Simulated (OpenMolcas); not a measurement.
# Cu³⁺ among point charges: CASSCF and CASPT2 levels and susceptibility, part 2 of 2

Aim: the splitting of the states of Cu³⁺ in the field of 4 point charges, its lowest levels with spin-orbit coupling and its magnetic susceptibility.

OpenMolcas 26.06; ANO-RCC-VDZP, DKH2, active space 8 electrons in 5 orbitals (3d), orbitals: per spin and parity. Surroundings: 4 point charges of -1 e arranged as a square (D4h), 1.8 Å from the ion. The steps go on from the part before.

### Step 6. CASPT2: IPEA 0.25, imaginary shift 0.1 (closed shells correlated: 3s 3p)

File a.inp:

```
>>> COPY JOB001 $Project.JobIph
&CASPT2
Multistate=10 1 2 3 4 5 6 7 8 9 10
NoMult
Frozen=2 3
IPEA=0.25
Imaginary=0.1
MaxIter=60
WThr=0.0 0.3 0.05
PrWF=0.5
NoMix
>>> COPY JOB002 $Project.JobIph
&CASPT2
Multistate=15 1 2 3 4 5 6 7 8 9 10 11 12 13 14 15
NoMult
Frozen=2 3
IPEA=0.25
Imaginary=0.1
MaxIter=60
WThr=0.0 0.3 0.05
PrWF=0.5
NoMix
```

Standard output:

```text
Orbital specifications:
      -----------------------

      Symmetry species                           1   2
                                                ag  au
      Frozen orbitals                            2   3
      Inactive orbitals                          1   3
      Active orbitals                            5   0
      Secondary orbitals                         7  13
      Deleted orbitals                           0   0
      Number of basis functions                 15  19
Type of calculation                        SS-CASPT2
      Fock operator                              state-specific
      IPEA shift                                 0.25
      Real shift                                 0.00
      Imaginary shift                            0.10
      The input orbitals will be transformed to quasi-canonical
Reference energy:       -1654.4531688133
      E2 (Non-variational):      -0.4189559257
      Shift correction:          -0.0000800356
      E2 (Variational):          -0.4190359613
      Total energy:           -1654.8722047746
      Residual norm:              0.0000000874
      Reference weight:           0.94949
      Contributions to the CASPT2 correlation energy
      Active & Virtual Only:         -0.2035652602
      One Inactive Excited:          -0.1661817881
      Two Inactive Excited:          -0.0492088774
Reference energy:       -1654.4531688133
      E2 (Non-variational):      -0.4189559258
      Shift correction:          -0.0000800356
      E2 (Variational):          -0.4190359614
      Total energy:           -1654.8722047747
      Residual norm:              0.0000000874
      Reference weight:           0.94949
      Contributions to the CASPT2 correlation energy
      Active & Virtual Only:         -0.2035652609
      One Inactive Excited:          -0.1661817876
      Two Inactive Excited:          -0.0492088773
::    CASPT2 Root  1     Total energy:  -1654.87220477
::    CASPT2 Root  2     Total energy:  -1654.87220477
::    CASPT2 Root  3     Total energy:  -1654.86700462
::    CASPT2 Root  4     Total energy:  -1654.85568433
::    CASPT2 Root  5     Total energy:  -1654.86164081
::    CASPT2 Root  6     Total energy:  -1654.85890412
::    CASPT2 Root  7     Total energy:  -1654.85890412
::    CASPT2 Root  8     Total energy:  -1654.79106895
::    CASPT2 Root  9     Total energy:  -1654.75860823
::    CASPT2 Root 10     Total energy:  -1654.75860811
Orbital specifications:
      -----------------------

      Symmetry species                           1   2
                                                ag  au
      Frozen orbitals                            2   3
      Inactive orbitals                          1   3
      Active orbitals                            5   0
      Secondary orbitals                         7  13
      Deleted orbitals                           0   0
      Number of basis functions                 15  19
Type of calculation                        SS-CASPT2
      Fock operator                              state-specific
      IPEA shift                                 0.25
      Real shift                                 0.00
      Imaginary shift                            0.10
      The input orbitals will be transformed to quasi-canonical
Reference energy:       -1654.3755002173
      E2 (Non-variational):      -0.4323236359
      Shift correction:          -0.0000837150
      E2 (Variational):          -0.4324073509
      Total energy:           -1654.8079075682
      Residual norm:              0.0000000425
      Reference weight:           0.94747
      Contributions to the CASPT2 correlation energy
      Active & Virtual Only:         -0.2085811563
      One Inactive Excited:          -0.1670546020
      Two Inactive Excited:          -0.0566878776
Reference energy:       -1654.3665775787
      E2 (Non-variational):      -0.4331368286
      Shift correction:          -0.0000841676
      E2 (Variational):          -0.4332209962
      Total energy:           -1654.7997985749
      Residual norm:              0.0000000390
      Reference weight:           0.94718
      Contributions to the CASPT2 correlation energy
      Active & Virtual Only:         -0.2083344213
      One Inactive Excited:          -0.1677131155
      Two Inactive Excited:          -0.0570892918
::    CASPT2 Root  1     Total energy:  -1654.80790757
::    CASPT2 Root  2     Total energy:  -1654.79979857
::    CASPT2 Root  3     Total energy:  -1654.79979858
::    CASPT2 Root  4     Total energy:  -1654.79003256
::    CASPT2 Root  5     Total energy:  -1654.78297988
::    CASPT2 Root  6     Total energy:  -1654.77186531
::    CASPT2 Root  7     Total energy:  -1654.76877485
::    CASPT2 Root  8     Total energy:  -1654.74949804
::    CASPT2 Root  9     Total energy:  -1654.74949804
::    CASPT2 Root 10     Total energy:  -1654.73035869
::    CASPT2 Root 11     Total energy:  -1654.72851768
::    CASPT2 Root 12     Total energy:  -1654.71757406
::    CASPT2 Root 13     Total energy:  -1654.71757406
::    CASPT2 Root 14     Total energy:  -1654.71524909
::    CASPT2 Root 15     Total energy:  -1654.58234526
```

This run: 1.8 s of run time, 1 thread of Arm Neoverse V1, shared host.

SS-CASPT2: lowest energy less the reference's lowest, -0.4190 hartree; reference weights 0.943 to 0.951.

Spin-free states, with their symmetry labels:

```
state  degeneracy  E (cm-1)  free-ion L (%)
   3E           2         0         F (100)
  3B1           1      1141         F (100)
  3A2           1      2319          F (93)
   3E           2      2919          F (99)
  3B2           1      3626         F (100)
  1A1           1     14112          D (92)
   1E           2     15891          D (97)
  3A2           1     17807          P (93)
  1B1           1     18035          D (95)
  1B2           1     19583          D (98)
  1A2           1     22022         G (100)
  1A1           1     22700          G (94)
   3E           2     24932          P (98)
   1E           2     26931          G (99)
  1B1           1     31132          G (95)
  1B2           1     31536          G (98)
   1E           2     33938          G (98)
  1A1           1     34448          G (99)
  1A1           1     63617          S (99)
```

With spin-orbit coupling:

| E (cm-1) | Degeneracy | Label | 2S+1 | g |
| --- | --- | --- | --- | --- |
| 0 | 1 | A1 | 3 |  |
| 35 | 1 | A2 | 3 |  |
| 770 | 2 | E | 3 | 0.00 0.00 4.94 |
| 1120 | 1 | B2 | 3 |  |
| 2320 | 1 | B1 | 3 |  |
| 2520 | 1 | A1 | 3 |  |
| 2640 | 2 | E | 3 | 0.00 0.00 4.69 |
| 2760 | 2 | E | 3 | 0.00 0.00 0.44 |
| 3210 | 1 | B1 | 3 |  |
| 3550 | 1 | B2 | 3 |  |
| 4320 | 1 | B2 | 3 |  |
| 4520 | 2 | E | 3 | 0.00 0.00 1.36 |
| 4650 | 1 | A2 | 3 |  |
| 5570 | 1 | A1 | 3 |  |
| 5900 | 1 | B1 | 3 |  |
| 5930 | 2 | E | 3 | 0.00 0.00 0.15 |
| 15460 | 1 | A1 | 1 |  |
| 16860 | 2 | E | 1 | 0.00 0.00 2.31 |
| 19290 | 1 | B1 | 1 |  |
| 19330 | 1 | A1 | 3 |  |
| 19680 | 2 | E | 3 | 0.00 0.00 3.60 |
| 20700 | 1 | B2 | 1 |  |
| 23440 | 1 | A2 | 1 |  |
| 24120 | 1 | A1 | 1 |  |

Powder χT (cm³ K/mol): 0.23 at 2 K, 0.57 at 5 K, 1.13 at 10 K, 1.95 at 20 K, 2.72 at 50 K, 2.97 at 100 K, 3.09 at 150 K, 3.17 at 200 K, 3.25 at 250 K, 3.31 at 300 K.

### Step 7. The methods side by side

A. CASSCF
B. SS-CASPT2, IPEA 0.25, imaginary shift 0.1 (closed shells correlated: 3s 3p)

```
method  ground state  first state of that spin (cm-1)  first gap with spin-orbit (cm-1)  χT at 300 K
     A            3E                        3B1 380.6                              33.1         3.45
     B            3E                         3B1 1141                              35.4         3.31
```

### Step 8. Outcome

The summary covers parts 1 to 2.

```
                                            quantity                                                                        value
                                              method  SS-CASPT2, IPEA 0.25, imaginary shift 0.1 (closed shells correlated: 3s 3p)
                              spin-free ground state                                               3E, 2-fold in its orbital part
first state of the same spin within the active space                                                             3B1 at 1140 cm⁻¹
                                        lowest level                                                                    1-fold A1
                                          next level                                                                    35.4 cm⁻¹
                                         χT at 300 K                                                               3.31 cm³ K/mol
                           effective moment at 300 K                                                                      5.14 μB
```

Cost by method:

```
                                              method  time of its own steps  time with the reference
                                           A. CASSCF                    5 s                      5 s
B. SS-CASPT2, IPEA 0.25, imaginary shift 0.1, +3s 3p                  1.8 s                    6.7 s
```

Times are of one thread on a shared host.

In words: The spin-free ground state (3E) comes to 100 % from free-ion F terms and keeps the highest spin of the shell. χT at 300 K is 3.31, against 1.00 cm³ K/mol for the spin alone, so orbital moment adds to it. The field of point charges can differ much from that of real complexes. This is an electrostatic model: the charges have no orbitals.
